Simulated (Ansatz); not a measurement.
Write a Python script for Ansatz's Python interface that makes a geometry optimisation of CH7AlSSi2, SMILES [SiH3]S[CH]1[AlH][SiH2]1. Level of theory: PBE0, cc-pVDZ basis, multiplicity 1.

```xyz
12

Si   -1.7456   -0.2723    1.5533
S    -0.0967    0.9946    1.0534
C     0.6159   -0.2415   -0.0643
Al    0.1923   -0.0261   -1.9385
Si    2.2077    0.3983   -0.8588
H    -2.6673    0.5141    2.4744
H    -2.5159   -0.5375    0.3189
H    -1.2982   -1.4594    2.1616
H     0.7675   -1.2486    0.4084
H    -0.9964    0.5364   -2.8987
H     3.1746   -0.5805   -1.3003
H     2.4392    1.8674   -0.8754
```

Script `run_opt.py`:
```python
"""Relax the CH7AlSSi2 molecule."""

import itertools

import ansatz as az
from ase import Atoms
from ase.data import atomic_numbers, covalent_radii
import numpy as np
import pandas as pd


def main() -> None:
    atoms = Atoms(["Si", "S", "C", "Al", "Si", "H", "H", "H", "H", "H", "H", "H"], positions=[
        [-1.7456, -0.2723, 1.5533],
        [-0.0967, 0.9946, 1.0534],
        [0.6159, -0.2415, -0.0643],
        [0.1923, -0.0261, -1.9385],
        [2.2077, 0.3983, -0.8588],
        [-2.6673, 0.5141, 2.4744],
        [-2.5159, -0.5375, 0.3189],
        [-1.2982, -1.4594, 2.1616],
        [0.7675, -1.2486, 0.4084],
        [-0.9964, 0.5364, -2.8987],
        [3.1746, -0.5805, -1.3003],
        [2.4392, 1.8674, -0.8754],
    ])
    mol = az.Crystal.molecule_from_ase(atoms)

    job = (
        mol.calculation()
        .basis(gaussian="cc-pVDZ")
        .functional("pbe0")
        .accuracy("medium")
    )
    symbols = [site.symbol for site in mol.cartesian_sites]
    start = np.array([site.position_ang for site in mol.cartesian_sites], dtype=float)
    def progress(event):
        if event["event"] == "relax_step":
            row = event["data"]
            print(f"step {row['step']:3d}  E = {row['lagrangian_ev']:.6f} eV  largest force component {row['allowed_force_max_ev_ang']:.4f} eV/A")


    r = job.relax(force_tolerance=0.01).session().plan().execute(on_event=progress).report
    end = np.array(r["positions_ang"])

    print(f"E = {r['free_energy_ev']:.6f} eV = {r['free_energy_ev'] / 27.211386246:.7f} Ha")
    print("converged:", r["converged"], " doubts:", r["published_state_doubts"] or "none")

    # pairs closer than 1.2 times the sum of covalent radii, before or after
    radius = [covalent_radii[atomic_numbers[s]] for s in symbols]
    span = lambda where, i, j: np.linalg.norm(where[i] - where[j])
    bonded = [(i, j) for i, j in itertools.combinations(range(len(symbols)), 2) if min(span(start, i, j), span(end, i, j)) < 1.2 * (radius[i] + radius[j])]
    print("pair        before    after (A)")
    for i, j in bonded:
        print(f"{symbols[i]}{i}-{symbols[j]}{j}".ljust(10), f"{span(start, i, j):8.4f} {span(end, i, j):8.4f}")
    for first, second in list(itertools.combinations(bonded, 2)):
        shared = set(first) & set(second)
        if shared and symbols[(j := shared.pop())] != "H":
            i, k = sorted((set(first) | set(second)) - {j})
            u, v = end[i] - end[j], end[k] - end[j]
            angle = np.degrees(np.arccos(np.clip(u @ v / np.linalg.norm(u) / np.linalg.norm(v), -1, 1)))
            print(f"final angle {symbols[i]}{i}-{symbols[j]}{j}-{symbols[k]}{k}: {angle:.2f} deg")

    charges = r["charge_distribution"]
    table = pd.DataFrame({"atom": symbols, "mulliken": charges["mulliken_charges_e"], "lowdin": charges["lowdin_charges_e"]})
    print(table.round(3).to_string())
    print("dipole (e A):", np.round(charges["dipole_moment_e_ang"], 4) + 0.0)
    with open("ch7alssi2_opt.xyz", "w") as handle:
        handle.write(f"{len(symbols)}\nrelaxed CH7AlSSi2\n")
        handle.writelines(f"{s:2s} {x:11.6f} {y:11.6f} {z:11.6f}\n" for s, (x, y, z) in zip(symbols, end))


if __name__ == "__main__":
    main()
```

```console
$ python run_opt.py
step   1  E = -34321.465740 eV  largest force component 2.2091 eV/A
step   2  E = -34322.069069 eV  largest force component 0.9249 eV/A
step   3  E = -34322.193928 eV  largest force component 1.0673 eV/A
step   4  E = -34322.264740 eV  largest force component 0.2941 eV/A
step   5  E = -34322.352868 eV  largest force component 0.3194 eV/A
step   6  E = -34322.472380 eV  largest force component 0.4890 eV/A
step   7  E = -34322.573808 eV  largest force component 0.8208 eV/A
step   8  E = -34322.566869 eV  largest force component 0.6635 eV/A
step   9  E = -34322.633096 eV  largest force component 0.1623 eV/A
step  10  E = -34322.640453 eV  largest force component 0.0916 eV/A
step  11  E = -34322.647012 eV  largest force component 0.1571 eV/A
step  12  E = -34322.652145 eV  largest force component 0.1316 eV/A
step  13  E = -34322.655570 eV  largest force component 0.0609 eV/A
step  14  E = -34322.656711 eV  largest force component 0.0504 eV/A
step  15  E = -34322.657828 eV  largest force component 0.0288 eV/A
step  16  E = -34322.658189 eV  largest force component 0.0291 eV/A
step  17  E = -34322.658327 eV  largest force component 0.0148 eV/A
step  18  E = -34322.658358 eV  largest force component 0.0087 eV/A
E = -34322.658395 eV = -1261.3344313 Ha
converged: True  doubts: none
pair        before    after (A)
Si0-S1       2.1386   2.1897
Si0-H5       1.5220   1.4956
Si0-H6       1.4790   1.4955
Si0-H7       1.4069   1.4957
S1-C2        1.8125   1.8673
S1-Al3       3.1744   2.4598
C2-Al3       1.9335   2.0013
C2-Si4       1.8906   1.9300
C2-H8        1.1228   1.0973
Al3-Si4      2.3254   2.3431
Al3-H9       1.6283   1.5849
Si4-H10      1.4449   1.5010
Si4-H11      1.4873   1.5049
final angle S1-Si0-H5: 107.09 deg
final angle S1-Si0-H6: 108.77 deg
final angle S1-Si0-H7: 108.13 deg
final angle Si0-S1-C2: 99.53 deg
final angle Si0-S1-Al3: 97.68 deg
final angle H5-Si0-H6: 111.90 deg
final angle H5-Si0-H7: 110.32 deg
final angle H6-Si0-H7: 110.49 deg
final angle C2-S1-Al3: 52.97 deg
final angle S1-C2-Al3: 78.88 deg
final angle S1-C2-Si4: 104.95 deg
final angle S1-C2-H8: 112.67 deg
final angle S1-Al3-C2: 48.15 deg
final angle S1-Al3-Si4: 77.63 deg
final angle S1-Al3-H9: 117.77 deg
final angle Al3-C2-Si4: 73.14 deg
final angle Al3-C2-H8: 149.31 deg
final angle C2-Al3-Si4: 52.03 deg
final angle C2-Al3-H9: 138.70 deg
final angle Si4-C2-H8: 126.26 deg
final angle C2-Si4-Al3: 54.83 deg
final angle C2-Si4-H10: 107.32 deg
final angle C2-Si4-H11: 119.04 deg
final angle Si4-Al3-H9: 164.55 deg
final angle Al3-Si4-H10: 115.87 deg
final angle Al3-Si4-H11: 133.61 deg
final angle H10-Si4-H11: 109.62 deg
   atom  mulliken  lowdin
0    Si     0.238   0.137
1     S    -0.074   0.508
2     C    -0.377  -0.226
3    Al     0.221  -0.339
4    Si     0.134   0.140
5     H    -0.017  -0.044
6     H    -0.008  -0.018
7     H    -0.013  -0.047
8     H     0.049   0.012
9     H    -0.076  -0.054
10    H    -0.040  -0.027
11    H    -0.038  -0.042
dipole (e A): [-0.3349 -0.1784  0.166 ]
```

`ch7alssi2_opt.xyz`, as written:
```text
12
relaxed CH7AlSSi2
Si   -1.864923   -0.269329    1.359564
S    -0.084762    0.900040    0.851327
C     0.893425   -0.405367   -0.057420
Al   -0.086033    0.465607   -1.569835
Si    2.202771    0.576019   -1.080835
H    -2.882371    0.688371    1.892995
H    -2.348488   -0.968867    0.129385
H    -1.484836   -1.262417    2.411455
H     1.083130   -1.295196    0.556010
H    -1.488654    0.356810   -2.299713
H     3.070810   -0.430609   -1.778166
H     3.067030    1.589839   -0.380768
```

Reading the output:
- The settings weren't tested for convergence.
- The end point is the stationary point reached from this start; no frequency run checks that it is a minimum, and the basis set is modest.
- The Löwdin charges here are taken after orthogonalising the functions within each atom; they differ from plain Löwdin charges, and their signs can be unphysical.
- The bonding changed during the relaxation, so the end is another isomer than the start names.
- Wall time of the script: 3.1 min on 1 thread of Arm Neoverse V1 (shared host), peak memory 0.44 GiB.

(Lines on the test bed's own set-up are left out of the output.)
